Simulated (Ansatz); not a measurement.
# doublet [BGeNH6]+ at 6 levels

We compute a comparison of 6 runs (UHF/STO-3G, UHF/3-21G, U-revPBE/6-31G*, U-wB97X/6-31G*, UB3LYP/6-31G*, UBCCD(T)/6-31G*) of doublet [BGeNH6]+. 

Program for the calculation: Ansatz 0.2.0.

69 further runs of the same task are left out: 69 set aside as unsound or not needed.

**1. The system as given**

[BGeNH6]+: 9 atoms, total charge +1, spin state doublet. SMILES of the parent species: `B[NH][GeH3]`. The shape is that of a PBE0-D4/def2-TZVP optimisation. That shape belongs to the parent species and isn't relaxed for this state.

Bond lengths: B1–N2 1.392 Å, N2–Ge3 1.854 Å, B1–H4 1.199 Å, B1–H5 1.199 Å, N2–H6 1.010 Å, Ge3–H7 1.538 Å, Ge3–H8 1.530 Å, Ge3–H9 1.538 Å. Some angles: B1–N2–Ge3 126.2°, B1–N2–H6 117.9°, Ge3–N2–H6 115.9°, N2–B1–H4 119.2°, N2–B1–H5 119.6°, N2–Ge3–H7 109.1°, N2–Ge3–H8 106.5°, N2–Ge3–H9 109.1°, H4–B1–H5 121.2°, H7–Ge3–H8 111.5°.

**2. A single-point energy at UHF/STO-3G (run 1)**

job.yaml

```yaml
basis:
  gaussian: {orbitals: STO-3G}
crystal:
  periodic: [false, false, false]
  atoms:
    - {symbol: B, position_ang: [-0.874000, 0.629500, -1.162900]}
    - {symbol: "N", position_ang: [-0.023300, 0.687100, -0.062700]}
    - {symbol: Ge, position_ang: [0.665200, -0.761400, 0.866600]}
    - {symbol: H, position_ang: [-1.217900, -0.440700, -1.581000]}
    - {symbol: H, position_ang: [-1.249100, 1.647000, -1.674800]}
    - {symbol: H, position_ang: [0.253900, 1.598400, 0.272500]}
    - {symbol: H, position_ang: [2.201600, -0.714800, 0.804900]}
    - {symbol: H, position_ang: [0.114900, -2.015200, 0.184600]}
    - {symbol: H, position_ang: [0.217300, -0.676000, 2.335700]}
total_charge: 1
magnetization: {spin_polarized: true, initial_magnetization: 1}
hamiltonian: {xc: hf}
accuracy: high
output: {orbitals: {seedname: orbitals}}
```

Launch:

```sh
$ ansatz run job.yaml --threads 1 --pin off --max-ram 3480MiB --events-out events.jsonl --progress --plain --runs-dir runs
```

Log:

```text
Warning: RAYON_NUM_THREADS=1 ignored (pool sized by the plan → 1); use --threads N
Functional definition: HF
  name "HF"
  exchange = exact_x
  correlation = 0
577 factors; integrals over basis functions are off by at most 3.5e-9 eV
mean field evaluation 1: about -58042.3579 eV, gradient 1.5e1 eV
mean field evaluation 2: about -58042.4157 eV, gradient 1.5e1 eV
mean field evaluation 4: about -58045.5144 eV, gradient 4.6e0 eV
mean field evaluation 8: about -58046.3713 eV, gradient 3.0e-1 eV
mean field evaluation 16: about -58046.3703 eV, gradient 7.3e-9 eV
mean field -58046.37034910 eV, -2133.1647650864 hartree, gradient 7.2e-9 eV, S^2 0.759502; 0 other end points of the search recorded, 0 dependent functions left out
reference -58046.37034910 eV, -2133.1647650864 hartree; 25, 24 occupied and 9, 10 virtual orbitals, 577 factors
Total energy: -58046.37034910 eV, -2133.1647650864 hartree
```

Wall time 0.4 s (1 thread of Arm Neoverse V2, shared host).

**3. A single-point energy at UHF/3-21G (run 2)**

input.yaml

```yaml
basis:
  gaussian:
    orbitals: 3-21G-spherical.json
crystal:
  periodic: [false, false, false]
  atoms:
    - symbol: B
      position_ang: [-0.874000, 0.629500, -1.162900]
    - symbol: "N"
      position_ang: [-0.023300, 0.687100, -0.062700]
    - symbol: Ge
      position_ang: [0.665200, -0.761400, 0.866600]
    - symbol: H
      position_ang: [-1.217900, -0.440700, -1.581000]
    - symbol: H
      position_ang: [-1.249100, 1.647000, -1.674800]
    - symbol: H
      position_ang: [0.253900, 1.598400, 0.272500]
    - symbol: H
      position_ang: [2.201600, -0.714800, 0.804900]
    - symbol: H
      position_ang: [0.114900, -2.015200, 0.184600]
    - symbol: H
      position_ang: [0.217300, -0.676000, 2.335700]
magnetization:
  spin_polarized: true
  initial_magnetization: 1
accuracy: high
hamiltonian:
  xc: hf
total_charge: 1
output: {orbitals: {seedname: orbitals}}
```

The basis set 3-21G is read from a file made from the Basis Set Exchange's data (not shown).

Launch:

```sh
$ ansatz run input.yaml --threads 1 --pin off --max-ram 3480MiB --events-out events.jsonl --progress --plain --runs-dir runs
```

Log:

```text
Warning: RAYON_NUM_THREADS=1 ignored (pool sized by the plan → 1); use --threads N
[... 4 set-up lines as earlier in the session ...]
1095 factors; integrals over basis functions are off by at most 3.9e-9 eV
mean field evaluation 1: about -58421.6215 eV, gradient 3.1e1 eV
mean field evaluation 2: about -58421.8860 eV, gradient 3.1e1 eV
mean field evaluation 4: about -58427.4261 eV, gradient 3.8e0 eV
mean field evaluation 8: about -58428.4914 eV, gradient 8.5e-1 eV
mean field evaluation 16: about -58428.5134 eV, gradient 1.3e-8 eV
mean field evaluation 32: about -58425.5654 eV, gradient 2.1e0 eV
mean field -58428.51336743 eV, -2147.2082619843 hartree, gradient 2.0e-8 eV, S^2 0.759484; 0 other end points of the search recorded, 0 dependent functions left out
reference -58428.51336743 eV, -2147.2082619843 hartree; 25, 24 occupied and 27, 28 virtual orbitals, 1095 factors
Total energy: -58428.51336743 eV, -2147.2082619843 hartree
```

Run time: 0.98 s. Hardware: 1 thread of Arm Neoverse V2, shared host; peak memory 0.18 GiB.

Runs 3 to 5 aren't shown in full; the table further down has their settings and results.

**4. A single-point energy at UBCCD(T)/6-31G(d) (spherical functions) (run 6)**

run.yaml

```yaml
crystal:
  periodic: [false, false, false]
  atoms:
    - {symbol: B, position_ang: [-0.874000, 0.629500, -1.162900]}
    - {symbol: N, position_ang: [-0.023300, 0.687100, -0.062700]}
    - {symbol: Ge, position_ang: [0.665200, -0.761400, 0.866600]}
    - {symbol: H, position_ang: [-1.217900, -0.440700, -1.581000]}
    - {symbol: H, position_ang: [-1.249100, 1.647000, -1.674800]}
    - {symbol: H, position_ang: [0.253900, 1.598400, 0.272500]}
    - {symbol: H, position_ang: [2.201600, -0.714800, 0.804900]}
    - {symbol: H, position_ang: [0.114900, -2.015200, 0.184600]}
    - {symbol: H, position_ang: [0.217300, -0.676000, 2.335700]}
basis:
  gaussian: {orbitals: 6-31G_st_-spherical.json}
scf: {omitted_lower_state_checks: [cluster_reference, increment]}
total_charge: 1
accuracy: high
magnetization: {spin_polarized: true, initial_magnetization: 1}
correlation: {method: bccd_t, frozen_orbitals: {B: 1, Ge: 9, H: 0, "N": 1}}
```

The basis set 6-31G* is read from a file made from the Basis Set Exchange's data (not shown).

Launch:

```sh
$ ansatz run run.yaml --threads 1 --pin off --max-ram 3480MiB --events-out events.jsonl --progress --plain --runs-dir runs
```

Log:

```text
Warning: RAYON_NUM_THREADS=1 ignored (pool sized by the plan → 1); use --threads N
[... 15 lines left out ...]
11 core orbitals not correlated: weight in the atoms' cores, before any rotation towards them, 1.000 or more for the frozen orbitals, at most 0.000 for the correlated occupied ones
[... 33 lines left out ...]
Total energy: -58718.72971509 eV, -2157.8735160450 hartree
Checks for a lower state left out: cluster_reference, increment
```

Run time: 45 s. Hardware: 1 thread of Arm Neoverse V2, shared host; peak memory 0.72 GiB.

**5. All runs side by side**

| run | level | Cartesian functions | frozen core orbitals | energy (Eh) | HOMO energy (eV) | LUMO energy (eV) | ⟨S²⟩ | wall time |
| --- | --- | --- | --- | --- | --- | --- | --- | --- |
| 1 | UHF/STO-3G | no | – | -2133.164765 | -17.23 | -5.14 | 0.760 | 0.4 s |
| 2 | UHF/3-21G | no | – | -2147.208262 | -18.11 | -7.59 | 0.759 | 0.98 s |
| 3 | U-revPBE/6-31G* (spherical functions) | no | – | -2159.384576 | -13.27 | -13.17 | 0.755 | 15 s |
| 4 | U-wB97X/6-31G* (spherical functions) | no | – | -2159.586202 | -17.21 | -10.33 | 0.757 | 66 s |
| 5 | UB3LYP/6-31G* (Cartesian functions) | yes | – | -2159.629016 | -14.33 | -12.67 | 0.758 | 20 s |
| 6 | UBCCD(T)/6-31G* (spherical functions) | no | 11 | -2157.873516 | – | – | 0.760 | 45 s |

**6. Results**

| quantity | value |
| --- | --- |
| run 6: total energy | -2157.87352 Eh |
| run 6: correlation energy (11 core orbitals frozen) | -484.5 mEh |
| run 6: (T) correction | -12.39 mEh |
| run 6: ⟨S²⟩ of the reference determinant | 0.760 |

Totals of different functionals can't be ranked against each other. In run 1 the basis is minimal, so the values are rough. All runs together took 2.5 min, the longest 66 s.
